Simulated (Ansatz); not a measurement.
# C3H9NOSi: up Jacob's ladder to CCSD(T)

How much do the methods differ for C3H9NOSi? The plan is to run it at one geometry with functionals of several rungs and with coupled cluster, and see how far each lands from CCSD(T) at the basis-set limit for the atomisation energy.

Program: Ansatz 0.2.0, Gaussian basis. Level of theory: functionals in def2-TZVPP, the program's frozen cores in correlated methods. These are calculated values, not measurements.

Levels to be run: PBE-D4, r2SCAN-D4, PBE0-D4, B3LYP-D4, ωB97X-V, ωB97M-V, B2PLYP; CCSD(T)/def2-TZVPP; MP2/def2-QZVPP; extrapolation to the limit.

## 1. The geometry

All runs share one geometry, relaxed beforehand with PBE0-D4 in a triple-zeta def2 set.

SMILES `C=C[SiH](N)OC`, 15 atoms, charge 0, spin multiplicity 1.

Atoms are counted from 1 here; the program's logs count them from 0.

Bond lengths: C1–C2 1.330 Å, C1–H7 1.087 Å, C1–H8 1.087 Å, C2–Si3 1.851 Å, C2–H9 1.089 Å, Si3–N4 1.708 Å, Si3–O5 1.647 Å, Si3–H10 1.491 Å, N4–H11 1.005 Å, N4–H12 1.006 Å, O5–C6 1.405 Å, C6–H13 1.096 Å, C6–H14 1.092 Å, C6–H15 1.097 Å. Angles: C2–C1–H7 122.3°, C2–C1–H8 121.2°, H7–C1–H8 116.4°, C1–C2–Si3 122.8°, C1–C2–H9 118.5°, Si3–C2–H9 118.7°, C2–Si3–N4 110.2°, C2–Si3–O5 103.7°, C2–Si3–H10 114.6°, N4–Si3–O5 116.2°, N4–Si3–H10 104.4°, O5–Si3–H10 108.2°, Si3–N4–H11 121.9°, Si3–N4–H12 122.9°, H11–N4–H12 112.4°, Si3–O5–C6 122.6°, O5–C6–H13 111.5°, O5–C6–H14 108.5° and more.

## 2. PBE-D4 (GGA)

in.yaml

```yaml
crystal:
  periodic: [false, false, false]
  atoms:
    - {symbol: C, position_ang: [-1.568214, -0.740018, -2.155914]}
    - {symbol: C, position_ang: [-1.537052, -0.168008, -0.955231]}
    - {symbol: Si, position_ang: [0.033397, 0.399353, -0.155926]}
    - {symbol: N, position_ang: [1.368069, -0.424802, -0.830704]}
    - {symbol: O, position_ang: [-0.236758, 0.154880, 1.450644]}
    - {symbol: C, position_ang: [0.696443, 0.514449, 2.437561]}
    - {symbol: H, position_ang: [-2.494741, -1.067727, -2.619930]}
    - {symbol: H, position_ang: [-0.657803, -0.902952, -2.726413]}
    - {symbol: H, position_ang: [-2.475775, -0.025739, -0.422769]}
    - {symbol: H, position_ang: [0.347400, 1.842119, -0.360338]}
    - {symbol: H, position_ang: [2.263828, 0.017126, -0.941820]}
    - {symbol: H, position_ang: [1.429128, -1.428486, -0.867418]}
    - {symbol: H, position_ang: [1.613361, -0.081237, 2.359288]}
    - {symbol: H, position_ang: [0.251084, 0.335322, 3.418189]}
    - {symbol: H, position_ang: [0.967653, 1.575720, 2.370782]}
basis:
  gaussian: {orbitals: def2-TZVPP}
hamiltonian: {xc: pbe, dispersion: d4}
output: {forces: true, orbitals: {seedname: orbitals}}
```

Command:

```bash
$ ansatz run in.yaml --threads 2 --pin off --events-out ev --progress --plain --max-ram 32768MiB --backend cuda --devices 0, --max-vram 18GiB
```

Further steps of the session: r2SCAN-D4 (meta-GGA); PBE0-D4 (hybrid); B3LYP-D4 (hybrid); ωB97X-V (range-separated); ωB97M-V (range-separated); B2PLYP (double hybrid); CCSD(T) in def2-TZVPP; MP2 in def2-QZVPP.

Before running them: what should the planned runs give, taken together? Wanted: atomisation energy, CCSD(T)/CBS; farthest; mean size of error, hybrid; mean size of error, range-separated; gap, smallest and largest; T1 diagnostic; triples share of the correlation energy.

The runs gave:

| quantity | value |
| --- | --- |
| atomisation energy, CCSD(T)/CBS | 1396.1 kcal/mol |
| functionals within 7.0 kcal/mol (0.5 %) | r2SCAN-D4, PBE0-D4, B3LYP-D4, ωB97X-V, ωB97M-V |
| farthest | PBE-D4 (+22.4 kcal/mol) |
| mean size of error, hybrid | 1.4 kcal/mol |
| mean size of error, range-separated | 2.9 kcal/mol |
| gap, smallest and largest | 4.69 eV (PBE-D4), 11.90 eV (ωB97X-V) |
| T1 diagnostic | 0.0111 |
| triples share of the correlation energy | 3.9 % |

**Reading.** PBE-D4 misses by +22.4 kcal/mol. Double hybrids carry the basis error of their MP2 part in triple zeta, and no dispersion term here, so their miss is partly the set-up's. Misses under about 7.0 kcal/mol are within the doubt on the reference itself, which lacks core-valence correlation, relativity and higher excitations. Hartree-Fock recovers 73 % of the binding; the rest is correlation. Orbital gaps span 4.7 to 11.9 eV; exact exchange widens them.
